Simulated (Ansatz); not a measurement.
# CH₉BSSi₂: a ladder of functionals and wavefunction methods

Aim: compute CH₉BSSi₂ with functionals from several rungs and with coupled cluster. The yardstick is the atomisation energy at the CCSD(T) limit.

Program: Ansatz 0.2.0, Gaussian basis. Level of theory: functionals in def2-TZVPP, the program's frozen cores in correlated methods. These are calculated values, not measurements.

Levels to be run: PBE-D4, r2SCAN-D4, PBE0-D4, B3LYP-D4, ωB97X-V, ωB97M-V, B2PLYP; CCSD(T)/def2-TZVPP; MP2/def2-QZVPP; extrapolation to the limit.

**1. Structure used throughout**

The geometry comes from an earlier relaxation with PBE0-D4 in a triple-zeta def2 set; it is a stationary point, not always the lowest conformer.

14 atoms, charge 0, spin multiplicity 1.

Atoms are counted from 1 here; the program's logs count them from 0.

Bond lengths: B1–C2 1.552 Å, B1–H6 1.197 Å, B1–H7 1.197 Å, C2–Si3 1.875 Å, C2–H8 1.094 Å, C2–H9 1.091 Å, Si3–S4 2.155 Å, Si3–H10 1.486 Å, Si3–H11 1.483 Å, S4–Si5 2.140 Å, Si5–H12 1.482 Å, Si5–H13 1.485 Å, Si5–H14 1.484 Å. Angles: C2–B1–H6 121.0°, C2–B1–H7 120.4°, H6–B1–H7 118.6°, B1–C2–Si3 100.7°, B1–C2–H8 114.2°, B1–C2–H9 115.2°, Si3–C2–H8 105.9°, Si3–C2–H9 109.4°, H8–C2–H9 110.5°, C2–Si3–S4 108.6°, C2–Si3–H10 112.5°, C2–Si3–H11 111.1°, S4–Si3–H10 110.0°, S4–Si3–H11 104.2°, H10–Si3–H11 110.1°, Si3–S4–Si5 97.8°, S4–Si5–H12 108.1°, S4–Si5–H13 109.7° and more.

**2. PBE-D4 (GGA)**

in.yaml reads:

```yaml
crystal:
  periodic: [false, false, false]
  atoms:
    - {symbol: B, position_ang: [-1.340331, -0.520246, 1.054949]}
    - {symbol: C, position_ang: [0.111029, -0.442725, 1.600497]}
    - {symbol: Si, position_ang: [1.080796, -0.986296, 0.090038]}
    - {symbol: S, position_ang: [-0.166293, -0.741168, -1.650621]}
    - {symbol: Si, position_ang: [-0.096376, 1.395415, -1.759432]}
    - {symbol: H, position_ang: [-1.923393, 0.466569, 0.708906]}
    - {symbol: H, position_ang: [-1.911575, -1.570967, 1.001318]}
    - {symbol: H, position_ang: [0.335598, -1.175375, 2.380706]}
    - {symbol: H, position_ang: [0.440338, 0.552231, 1.903734]}
    - {symbol: H, position_ang: [2.345869, -0.224540, -0.078435]}
    - {symbol: H, position_ang: [1.363914, -2.441116, 0.132272]}
    - {symbol: H, position_ang: [-1.432504, 1.879443, -2.180027]}
    - {symbol: H, position_ang: [0.254186, 1.954320, -0.428656]}
    - {symbol: H, position_ang: [0.925542, 1.825253, -2.746250]}
basis:
  gaussian: {orbitals: def2-TZVPP}
hamiltonian: {xc: pbe, dispersion: d4}
output: {forces: true, orbitals: {seedname: orbitals}}
```

Started as:

```
$ ansatz run in.yaml --threads 4 --pin off --events-out ev --progress --plain --max-ram 10444MiB
```

What it wrote (excerpt; [...] marks lines left out):

```text
Functional definition: PBE
  name "PBE"
  cite "Perdew, Burke & Ernzerhof, Phys. Rev. Lett. 77, 3865 (1996) doi:10.1103/PhysRevLett.77.3865"
  parent pbe
[...]
1740 factors; their error is unknown
[...]
mean field -28437.11477505 eV, -1045.0446926145 hartree, gradient 3.2e-5 eV, S^2 0.000000; 0 other end points of the search recorded, 0 dependent functions left out
[...]
reference -28437.11482772 eV, -1045.0446945498 hartree; 32, 32 occupied and 282, 282 virtual orbitals, 1740 factors
Total energy: -28437.52959526 eV, -1045.0599369760 hartree
Atom 0 at    -1.340331    -0.520246     1.054949 Å, force     0.036176    -0.021428    -0.089735 eV/Å
Atom 1 at     0.111029    -0.442725     1.600497 Å, force    -0.090982     0.028780     0.048835 eV/Å
Atom 2 at     1.080796    -0.986296     0.090038 Å, force     0.027404     0.007863     0.045249 eV/Å
Atom 3 at    -0.166293    -0.741168    -1.650621 Å, force    -0.163797    -0.210117    -0.172892 eV/Å
Atom 4 at    -0.096376     1.395415    -1.759432 Å, force     0.008385     0.051352     0.016211 eV/Å
Atom 5 at    -1.923393     0.466569     0.708906 Å, force    -0.063892     0.100811    -0.028687 eV/Å
Atom 6 at    -1.911575    -1.570967     1.001318 Å, force    -0.065323    -0.107696     0.000896 eV/Å
Atom 7 at     0.335598    -1.175375     2.380706 Å, force     0.056463    -0.142793     0.150501 eV/Å
Atom 8 at     0.440338     0.552231     1.903734 Å, force     0.076499     0.192521     0.061826 eV/Å
Atom 9 at     2.345869    -0.224540    -0.078435 Å, force     0.149731     0.080154    -0.013654 eV/Å
Atom 10 at     1.363914    -2.441116     0.132272 Å, force     0.027232    -0.160249     0.002276 eV/Å
Atom 11 at    -1.432504     1.879443    -2.180027 Å, force    -0.142876     0.055224    -0.046200 eV/Å
Atom 12 at     0.254186     1.954320    -0.428656 Å, force     0.033882     0.073299     0.134129 eV/Å
Atom 13 at     0.925542     1.825253    -2.746250 Å, force     0.111100     0.052280    -0.108754 eV/Å
Dipole moment:     0.237642     0.146249     0.153024 e Å
```

Wall time 4.3 s (4 threads of Arm Neoverse V1, shared host); peak memory 0.54 GiB.

Atomisation energy: 4655.5 kJ/mol (free atoms -28389.279 eV, run apart). HOMO -6.34 eV, LUMO -2.06 eV.

**3. r2SCAN-D4 (meta-GGA)**

Edit in.yaml of step 2 so:

```diff
@@ -19,3 +19,3 @@
   gaussian: {orbitals: def2-TZVPP}
-hamiltonian: {xc: pbe, dispersion: d4}
+hamiltonian: {xc: r2scan, dispersion: d4}
 output: {forces: true, orbitals: {seedname: orbitals}}
```

Launched as before.

What it wrote (excerpt; [...] marks lines left out):

```text
Functional definition: r2SCAN
  name "r2SCAN"
  cite "Furness, Kaplan, Ning, Perdew & Sun, J. Phys. Chem. Lett. 11, 8208 (2020) doi:10.1021/acs.jpclett.0c02405"
  cite "Furness, Kaplan, Ning, Perdew & Sun, J. Phys. Chem. Lett. 11, 9248 (2020) doi:10.1021/acs.jpclett.0c03077"
  parent r2scan
[...]
1740 factors; their error is unknown
[...]
mean field -28449.80320276 eV, -1045.5109837321 hartree, gradient 3.5e-5 eV, S^2 0.000000; 0 other end points of the search recorded, 0 dependent functions left out
[...]
reference -28449.80321903 eV, -1045.5109843300 hartree; 32, 32 occupied and 282, 282 virtual orbitals, 1740 factors
Total energy: -28449.90478722 eV, -1045.5147168921 hartree
Atom 0 at    -1.340331    -0.520246     1.054949 Å, force    -0.065530    -0.008282     0.004978 eV/Å
Atom 1 at     0.111029    -0.442725     1.600497 Å, force     0.010452     0.011442     0.025666 eV/Å
[...]
Atom 4 at    -0.096376     1.395415    -1.759432 Å, force    -0.002531     0.058678    -0.016374 eV/Å
Atom 5 at    -1.923393     0.466569     0.708906 Å, force     0.017504    -0.034205     0.011953 eV/Å
Atom 6 at    -1.911575    -1.570967     1.001318 Å, force     0.020012     0.032237     0.001758 eV/Å
Atom 7 at     0.335598    -1.175375     2.380706 Å, force     0.004028     0.012960    -0.003355 eV/Å
Atom 8 at     0.440338     0.552231     1.903734 Å, force     0.003079    -0.012693     0.006816 eV/Å
Atom 9 at     2.345869    -0.224540    -0.078435 Å, force    -0.009643    -0.013162     0.005904 eV/Å
Atom 10 at     1.363914    -2.441116     0.132272 Å, force    -0.003176     0.025101     0.004727 eV/Å
Atom 11 at    -1.432504     1.879443    -2.180027 Å, force     0.031320    -0.001278     0.008891 eV/Å
Atom 12 at     0.254186     1.954320    -0.428656 Å, force    -0.008765    -0.000101    -0.028513 eV/Å
Atom 13 at     0.925542     1.825253    -2.746250 Å, force    -0.020741     0.001123     0.019988 eV/Å
Dipole moment:     0.230926     0.154072     0.177020 e Å
```

Run time: 8.5 s. Hardware: 4 threads of Arm Neoverse V1, shared host; peak memory 0.58 GiB.

With the free atoms at this level, -28401.483 eV in sum, the atomisation energy is 4672.0 kJ/mol. HOMO -6.59 eV, LUMO -1.68 eV.

**4. PBE0-D4 (hybrid)**

Edit in.yaml of step 3 so:

```diff
@@ -19,3 +19,3 @@
   gaussian: {orbitals: def2-TZVPP}
-hamiltonian: {xc: r2scan, dispersion: d4}
-output: {forces: true, orbitals: {seedname: orbitals}}
+hamiltonian: {xc: pbe0, dispersion: d4}
+output: {orbitals: {seedname: orbitals}}
```

The command is unchanged.

What it wrote:

```text
Functional definition: PBE0
  name "PBE0"
  cite "Adamo & Barone, J. Chem. Phys. 110, 6158 (1999) doi:10.1063/1.478522"
  cite "Perdew, Burke & Ernzerhof, Phys. Rev. Lett. 77, 3865 (1996) doi:10.1103/PhysRevLett.77.3865"
  parent pbe
  parameter a = 0.25
  parameter kappa = 0.804
  parameter beta = 0.06672455060314922
  exchange = (1 - a)*pbe_x(kappa = kappa, mu = beta*pi^2/3) + a*exact_x
  correlation = pbe_c(beta = beta)
1777 factors; their error is unknown
mean field evaluation 1: about -28433.9975 eV, gradient 5.1e1 eV
mean field evaluation 2: about -28430.3067 eV, gradient 6.0e1 eV
mean field evaluation 4: about -28440.2046 eV, gradient 2.8e0 eV
mean field evaluation 8: about -28440.2237 eV, gradient 3.5e-2 eV
mean field evaluation 16: about -28440.2573 eV, gradient 6.2e-5 eV
mean field -28440.25734136 eV, -1045.1601797961 hartree, gradient 6.2e-5 eV, S^2 0.000000; 0 other end points of the search recorded, 0 dependent functions left out
reference -28440.25738066 eV, -1045.1601812406 hartree; 32, 32 occupied and 282, 282 virtual orbitals, 1777 factors
Total energy: -28440.61279841 eV, -1045.1732426018 hartree
```

Wall time 6 s (4 threads of Arm Neoverse V1, shared host); peak memory 1.1 GiB.

Atomisation energy: 4640.7 kJ/mol (free atoms -28392.515 eV, run apart). HOMO -7.47 eV, LUMO -1.11 eV.

**5. B3LYP-D4 (hybrid)**

B3LYP here takes the VWN-RPA correlation.

Edit in.yaml of step 4 so:

```diff
@@ -19,3 +19,3 @@
   gaussian: {orbitals: def2-TZVPP}
-hamiltonian: {xc: pbe0, dispersion: d4}
-output: {orbitals: {seedname: orbitals}}
+hamiltonian: {xc: {name: B3LYP}, dispersion: d4}
+output: {forces: true, orbitals: {seedname: orbitals}}
```

Launched as before.

What it wrote (excerpt; [...] marks lines left out):

```text
Functional definition: B3LYP
  name "B3LYP"
  cite "Stephens, Devlin, Chabalowski & Frisch, J. Phys. Chem. 98, 11623 (1994) doi:10.1021/j100096a001"
  cite "Becke, Phys. Rev. A 38, 3098 (1988) doi:10.1103/PhysRevA.38.3098"
  cite "Lee, Yang & Parr, Phys. Rev. B 37, 785 (1988) doi:10.1103/PhysRevB.37.785"
  cite "Vosko, Wilk & Nusair, Can. J. Phys. 58, 1200 (1980) doi:10.1139/p80-159"
[...]
1758 factors; their error is unknown
[...]
mean field -28455.11751342 eV, -1045.7062810469 hartree, gradient 4.4e-5 eV, S^2 0.000000; 0 other end points of the search recorded, 0 dependent functions left out
[...]
reference -28455.11783521 eV, -1045.7062928722 hartree; 32, 32 occupied and 282, 282 virtual orbitals, 1758 factors
Total energy: -28455.79040529 eV, -1045.7310093669 hartree
Atom 0 at    -1.340331    -0.520246     1.054949 Å, force    -0.248288     0.023196     0.080800 eV/Å
[...]
Atom 4 at    -0.096376     1.395415    -1.759432 Å, force    -0.016590     0.272820    -0.060210 eV/Å
Atom 5 at    -1.923393     0.466569     0.708906 Å, force     0.064467    -0.139206     0.050270 eV/Å
Atom 6 at    -1.911575    -1.570967     1.001318 Å, force     0.063157     0.132196     0.005942 eV/Å
Atom 7 at     0.335598    -1.175375     2.380706 Å, force    -0.019645     0.063792    -0.020896 eV/Å
Atom 8 at     0.440338     0.552231     1.903734 Å, force    -0.027234    -0.065331     0.004028 eV/Å
Atom 9 at     2.345869    -0.224540    -0.078435 Å, force    -0.079800    -0.056371     0.017231 eV/Å
Atom 10 at     1.363914    -2.441116     0.132272 Å, force    -0.009550     0.097239     0.007853 eV/Å
Atom 11 at    -1.432504     1.879443    -2.180027 Å, force     0.093667    -0.021433     0.026602 eV/Å
Atom 12 at     0.254186     1.954320    -0.428656 Å, force    -0.028342    -0.027372    -0.111751 eV/Å
Atom 13 at     0.925542     1.825253    -2.746250 Å, force    -0.067835    -0.016799     0.066454 eV/Å
Dipole moment:     0.225615     0.152458     0.173713 e Å
```

Wall time 10 s (4 threads of Arm Neoverse V1, shared host); peak memory 1.2 GiB.

With the free atoms at this level, -28407.581 eV in sum, the atomisation energy is 4651.5 kJ/mol. HOMO -7.23 eV, LUMO -1.29 eV.

**6. ωB97X-V (range-separated)**

Edit in.yaml of step 5 so:

```diff
@@ -19,3 +19,3 @@
   gaussian: {orbitals: def2-TZVPP}
-hamiltonian: {xc: {name: B3LYP}, dispersion: d4}
-output: {forces: true, orbitals: {seedname: orbitals}}
+hamiltonian: {xc: {name: wB97X-V}}
+output: {orbitals: {seedname: orbitals}}
```

Same command.

What it wrote (excerpt; [...] marks lines left out):

```text
Functional definition: wB97X-V
  name "wB97X-V"
  cite "Mardirossian & Head-Gordon, Phys. Chem. Chem. Phys. 16, 9904 (2014) doi:10.1039/C3CP54374A"
  cite "Becke, J. Chem. Phys. 107, 8554 (1997) doi:10.1063/1.475007"
  cite "Vydrov & Van Voorhis, J. Chem. Phys. 133, 244103 (2010) doi:10.1063/1.3521275"
[...]
      + integral(e_c_pw_opposite_spin*poly(b97_u_opposite, cos0, cos1)) + vv10(b, c)
1753 factors; their error is unknown
423 factors; integrals over basis functions are off by at most 1.1e-5 eV
[...]
mean field -28448.75342625 eV, -1045.4724051571 hartree, gradient 2.9e-5 eV, S^2 0.000000; 0 other end points of the search recorded, 0 dependent functions left out
reference -28448.75342361 eV, -1045.4724050599 hartree; 32, 32 occupied and 282, 282 virtual orbitals, 1753 factors
Total energy: -28448.75342361 eV, -1045.4724050599 hartree
```

Wall time 14 s (4 threads of Arm Neoverse V1, shared host); peak memory 1.3 GiB.

With the free atoms at this level, -28400.197 eV in sum, the atomisation energy is 4684.9 kJ/mol. HOMO -9.74 eV, LUMO 1.03 eV.

**7. ωB97M-V (range-separated)**

Edit in.yaml of step 6 so:

```diff
@@ -19,3 +19,3 @@
   gaussian: {orbitals: def2-TZVPP}
-hamiltonian: {xc: {name: wB97X-V}}
-output: {orbitals: {seedname: orbitals}}
+hamiltonian: {xc: {name: wB97M-V}}
+output: {forces: true, orbitals: {seedname: orbitals}}
```

Same command.

What it wrote (excerpt; [...] marks lines left out):

```text
Functional definition: wB97M-V
  name "wB97M-V"
  cite "Mardirossian & Head-Gordon, J. Chem. Phys. 144, 214110 (2016) doi:10.1063/1.4952647"
  cite "Becke, J. Chem. Phys. 107, 8554 (1997) doi:10.1063/1.475007"
  cite "Vydrov & Van Voorhis, J. Chem. Phys. 133, 244103 (2010) doi:10.1063/1.3521275"
  # Of w^i u^j: cxij and so on, Table III.
[...]
  gx(w, u) = 1 - cx + cx01*u + cx10*w
  gss(w, u) = css00 + css04*u^4 + css10*w + css20*w^2 + css43*w^4*u^3
  gos(w, u) = cos00 + cos10*w + (cos20 + cos21*u)*w^2 + (cos60 + cos61*u)*w^6
[...]
      + integral(e_c_pw_mod_opposite_spin*gos(b97_w_opposite, b97_u_opposite)) + vv10(b, c)
1753 factors; their error is unknown
423 factors; integrals over basis functions are off by at most 1.1e-5 eV
[...]
Atom 4 at    -0.096376     1.395415    -1.759432 Å, force    -0.004762     0.185219    -0.039027 eV/Å
Atom 5 at    -1.923393     0.466569     0.708906 Å, force     0.074160    -0.120555     0.030345 eV/Å
Atom 6 at    -1.911575    -1.570967     1.001318 Å, force     0.078779     0.129784    -0.002085 eV/Å
Atom 7 at     0.335598    -1.175375     2.380706 Å, force    -0.025981     0.054672    -0.055815 eV/Å
Atom 8 at     0.440338     0.552231     1.903734 Å, force    -0.033923    -0.066035    -0.021303 eV/Å
Atom 9 at     2.345869    -0.224540    -0.078435 Å, force    -0.147307    -0.080290     0.020547 eV/Å
Atom 10 at     1.363914    -2.441116     0.132272 Å, force    -0.031036     0.168615     0.005218 eV/Å
Atom 11 at    -1.432504     1.879443    -2.180027 Å, force     0.163773    -0.055334     0.054589 eV/Å
Atom 12 at     0.254186     1.954320    -0.428656 Å, force    -0.035100    -0.070641    -0.130673 eV/Å
Atom 13 at     0.925542     1.825253    -2.746250 Å, force    -0.122425    -0.048844     0.124168 eV/Å
Dipole moment:     0.222880     0.151980     0.183672 e Å
```

Wall time 21 s (4 threads of Arm Neoverse V1, shared host); peak memory 1.6 GiB.

With the free atoms at this level, -28401.578 eV in sum, the atomisation energy is 4676.0 kJ/mol. HOMO -9.59 eV, LUMO 0.74 eV.

**8. B2PLYP (double hybrid)**

Edit in.yaml of step 7 so:

```diff
@@ -19,3 +19,2 @@
   gaussian: {orbitals: def2-TZVPP}
-hamiltonian: {xc: {name: wB97M-V}}
-output: {forces: true, orbitals: {seedname: orbitals}}
+hamiltonian: {xc: {name: B2PLYP}}
```

Same command.

What it wrote (excerpt; [...] marks lines left out):

```text
Functional definition: B2PLYP
  name "B2PLYP"
  cite "Grimme, J. Chem. Phys. 124, 034108 (2006) doi:10.1063/1.2148954"
  cite "Becke, Phys. Rev. A 38, 3098 (1988) doi:10.1103/PhysRevA.38.3098"
  cite "Lee, Yang & Parr, Phys. Rev. B 37, 785 (1988) doi:10.1103/PhysRevB.37.785"
[...]
1779 factors; integrals over basis functions are off by at most 9.5e-4 eV
[...]
mean field -28434.73894328 eV, -1044.9573824072 hartree, gradient 4.0e-6 eV, S^2 0.000000; 0 other end points of the search recorded, 0 dependent functions left out
17 core orbitals not correlated: weight in the atoms' cores, before any rotation towards them, 1.000 or more for the frozen orbitals, at most 0.000 for the correlated occupied ones
reference -28434.73914585 eV, -1044.9573898515 hartree; 15, 15 occupied and 282, 282 virtual orbitals, 1779 factors
second order -23.79214561 eV of doubles, -0.00000000 eV of singles
Total energy: -28441.16302516 eV, -1045.1934630621 hartree
```

Run time: 11 s. Hardware: 4 threads of Arm Neoverse V1, shared host; peak memory 1 GiB.

With the free atoms at this level, -28393.641 eV in sum, the atomisation energy is 4585.2 kJ/mol.

**9. Orbital energies across the functionals**

Dipoles come from the runs that computed forces. Levels are read from the orbital files that the runs wrote:

```csv
functional,HOMO (eV),LUMO (eV),gap (eV),dipole (D)
PBE-D4,-6.34,-2.06,4.27,1.53
r2SCAN-D4,-6.59,-1.68,4.91,1.58
PBE0-D4,-7.47,-1.11,6.37,
B3LYP-D4,-7.23,-1.29,5.95,1.55
ωB97X-V,-9.74,1.03,10.77,
ωB97M-V,-9.59,0.74,10.34,1.57
```

**10. CCSD(T) in def2-TZVPP**

Edit in.yaml of step 8 so:

```diff
@@ -19,2 +19,2 @@
   gaussian: {orbitals: def2-TZVPP}
-hamiltonian: {xc: {name: B2PLYP}}
+correlation: {method: ccsd_t}
```

Same command.

What it wrote (excerpt; [...] marks lines left out):

```text
Functional definition: HF
  name "HF"
  cite "Fock, Z. Phys. 61, 126 (1930) doi:10.1007/BF01340294"
  parent pbe
[...]
1779 factors; integrals over basis functions are off by at most 9.5e-4 eV
[...]
mean field -28389.28258121 eV, -1043.2868919127 hartree, gradient 2.7e-6 eV, S^2 0.000000; 0 other end points of the search recorded, 0 dependent functions left out
17 core orbitals not correlated: weight in the atoms' cores, before any rotation towards them, 1.000 or more for the frozen orbitals, at most 0.000 for the correlated occupied ones
reference -28389.28258121 eV, -1043.2868919127 hartree; 15, 15 occupied and 282, 282 virtual orbitals, 1779 factors
second order -19.37828852 eV of doubles, -0.00000000 eV of singles
cycle   1  -20.73700533 eV  change    -1.4e0 eV  update   1.0e-1
[...]
cycle   9  -21.42218887 eV  change   -1.6e-5 eV  update   2.0e-5
perturbative correction -0.88342380 eV, -0.0324652260 hartree
Total energy: -28411.58819389 eV, -1044.1066080592 hartree
```

It took 17 min on 4 threads of Arm Neoverse V1, shared host; peak memory 4.1 GiB.

**11. MP2 in def2-QZVPP**

Edit in.yaml of step 10 so:

```diff
@@ -18,3 +18,3 @@
 basis:
-  gaussian: {orbitals: def2-TZVPP}
-correlation: {method: ccsd_t}
+  gaussian: {orbitals: "def2-QZVPP.json"}
+correlation: {method: mp2}
```

Same command.

What it wrote:

```text
Functional definition: HF
  name "HF"
  cite "Fock, Z. Phys. 61, 126 (1930) doi:10.1007/BF01340294"
  parent pbe
  exchange = exact_x
  correlation = 0
3474 factors; integrals over basis functions are off by at most 9.6e-4 eV
mean field evaluation 1: about -28386.2195 eV, gradient 3.3e1 eV
mean field evaluation 2: about -28386.4060 eV, gradient 3.3e1 eV
mean field evaluation 4: about -28390.0970 eV, gradient 3.8e0 eV
mean field evaluation 8: about -28390.1628 eV, gradient 2.4e-1 eV
mean field -28390.16312853 eV, -1043.3192514298 hartree, gradient 1.8e-6 eV, S^2 0.000000; 0 other end points of the search recorded, 0 dependent functions left out
17 core orbitals not correlated: weight in the atoms' cores, before any rotation towards them, 1.000 or more for the frozen orbitals, at most 0.000 for the correlated occupied ones
reference -28390.16312853 eV, -1043.3192514298 hartree; 15, 15 occupied and 562, 562 virtual orbitals, 3474 factors
second order -20.80038943 eV of doubles, -0.00000000 eV of singles
Total energy: -28410.96351796 eV, -1044.0836516424 hartree
```

Run time: 49 s. Hardware: 4 threads of Arm Neoverse V1, shared host; peak memory 5.2 GiB.

Energy pieces by basis (eV):

```csv
basis,HF,MP2 correlation,CCSD correlation,(T),total
def2-TZVPP,-28389.2826,-19.3783,-21.4222,-0.8834,-28411.5882
def2-QZVPP,-28390.1631,-20.8004,,,-28410.9635 (MP2)
```

The report of the def2-TZVPP run gives T1 = 0.0116.

**12. From triple and quadruple zeta to the limit**

No new run: Hartree-Fock is extrapolated as exp(−7.88√X) and correlation as X^−2.97, with X = 3 and 4; only MP2 was run in the larger set, so CCSD(T) minus MP2 is added from the smaller one.

```csv
level,energy at the limit (eV)
HF,-28390.2844
MP2,-28412.1382
CCSD,-28414.1821
CCSD(T),-28415.0655
```

**13. All levels against the reference**

Free atoms (1 B, 1 C, 2 Si, 1 S, 9 H) were run apart at each level; the atomisation energy is their sum less the molecule, without zero-point or spin-orbit terms.

Differences are taken before rounding.

```csv
method,rung,atomisation energy (kJ/mol),from CCSD(T)/CBS (kJ/mol),time
PBE-D4,GGA,4655.5,+6.9,4.3 s
r2SCAN-D4,meta-GGA,4672.0,+23.4,8.5 s
PBE0-D4,hybrid,4640.7,-7.8,6 s
B3LYP-D4,hybrid,4651.5,+2.9,10 s
ωB97X-V,range-separated,4684.9,+36.4,14 s
ωB97M-V,range-separated,4676.0,+27.4,21 s
B2PLYP,double hybrid,4585.2,-63.4,11 s
HF/def2-TZVPP,wavefunction,3571.0,-1077.6,
MP2/def2-TZVPP,wavefunction,4552.7,-95.9,
CCSD/def2-TZVPP,wavefunction,4483.9,-164.6,
CCSD(T)/def2-TZVPP,wavefunction,4534.9,-113.7,17 min
MP2/CBS,wavefunction,4666.4,+17.8,
CCSD(T)/CBS,wavefunction,4648.6,0,18 min
```

Among the levels timed on like hardware and quicker than the yardstick, those that no quicker one beats, quickest first: PBE-D4 (4.3 s, +6.9 kJ/mol); B3LYP-D4 (10 s, +2.9 kJ/mol).

B2PLYP carry no dispersion term (for B3LYP, D4 adds 64.9 kJ/mol).

Times are those of the molecule's run; HF, MP2 and CCSD come out of the CCSD(T) runs, and the limit's time is the sum of the runs that it needs.

**14. Summary of results**

| quantity | value |
| --- | --- |
| atomisation energy, CCSD(T)/CBS | 4648.6 kJ/mol |
| functionals within 23.2 kJ/mol (0.5 %) | PBE-D4, PBE0-D4, B3LYP-D4 |
| farthest | B2PLYP (-63.4 kJ/mol) |
| mean size of error, hybrid | 5.4 kJ/mol |
| mean size of error, range-separated | 31.9 kJ/mol |
| gap, smallest and largest | 4.27 eV (PBE-D4), 10.77 eV (ωB97X-V) |
| T1 diagnostic | 0.0116 |
| triples share of the correlation energy | 4.0 % |

PBE-D4 is off by +6.9 kJ/mol. Double hybrids carry the basis error of their MP2 part in triple zeta, and no dispersion term here, so their miss is partly the set-up's. Misses under about 23.2 kJ/mol are within the doubt on the reference itself, which lacks core-valence correlation, relativity and higher excitations. Hartree-Fock recovers 77 % of the binding; the rest is correlation. Orbital gaps span 4.3 to 10.8 eV; exact exchange widens them.

B3LYP-D4 reaches 2.9 kJ/mol from the reference in 10 s, where CCSD(T)/CBS took 18 min; the quickest level in the cost chart, PBE-D4, takes 4.3 s and misses by 6.9 kJ/mol.
